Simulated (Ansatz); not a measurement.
# HgH3: the cost of one run

Program: Ansatz 0.2.0. Level of theory: DFT PBE, scalar-relativistic, plane waves, PAW. These are calculated values, not measurements.

## Step 1: The starting structure

It takes space group I4/mmm (No. 139, tetragonal). Conventional cell: a = 3.389 Å, b = 3.389 Å, c = 7.570 Å, α = 90.00°, β = 90.00°, γ = 90.00°. Around Hg (site symmetry 4/mmm) lie 12 H at 2.40 to 2.54 Å. Around H (site symmetry 4/mmm) lie 4 Hg at 2.40 Å. H (site symmetry -4m2) is surrounded by 8 H at 2.40 to 2.54 Å and 4 Hg at 2.54 Å.

As a file:

```
CELL_PARAMETERS angstrom
-1.69437 1.69437 3.78484
1.69437 -1.69437 3.78484
1.69437 1.69437 -3.78484
ATOMIC_POSITIONS crystal
Hg 0.00000 0.00000 0.00000
H 0.50000 0.50000 0.00000
H 0.25000 0.75000 0.50000
H 0.75000 0.25000 0.50000
```

This is candidate A: TiAl3 (D0_22) type (I4/mmm, No. 139).

(A quick probe on a coarse mesh, which set the mesh and smearing, is not shown.)

## Step 3: A loose first relaxation (candidate A)

input.yaml

```yaml
crystal:
  lattice:
    - [-1.6943740201, 1.6943740201, 3.7848354735]
    - [1.6943740201, -1.6943740201, 3.7848354735]
    - [1.6943740201, 1.6943740201, -3.7848354735]
  atoms:
    - { symbol: Hg, position: [0.0, 0.0, 0.0] }
    - { symbol: H, position: [0.5, 0.5, 0.0] }
    - { symbol: H, position: [0.25, 0.75, 0.5] }
    - { symbol: H, position: [0.75, 0.25, 0.5] }
basis:
  ecutwfc: 420
kpoints:
  mp_grid: { grid: [8, 8, 8] }
hamiltonian:
  xc: pbe
scf:
  occupations: { method: gaussian, width: 0.1 }
  lower_state_search: "off"
output:
  forces: true
  stress: true
  eigenvalues: true
relax:
  adjacent_minimum: "off"
  f_tol: 0.04
  max_steps: 70
  cell: { stress_tol: 0.4 }
```

Run with:

```sh
$ ansatz run input.yaml --threads 1 --pin off --max-ram 2560MiB --backend cpu --events-out ev --progress --plain --runs-dir out
```

Q: Estimate wall time and peak memory on 1 thread of Intel Xeon Platinum 8488C (Sapphire Rapids), shared host.

About 22 s, with a peak of 0.38 GiB.
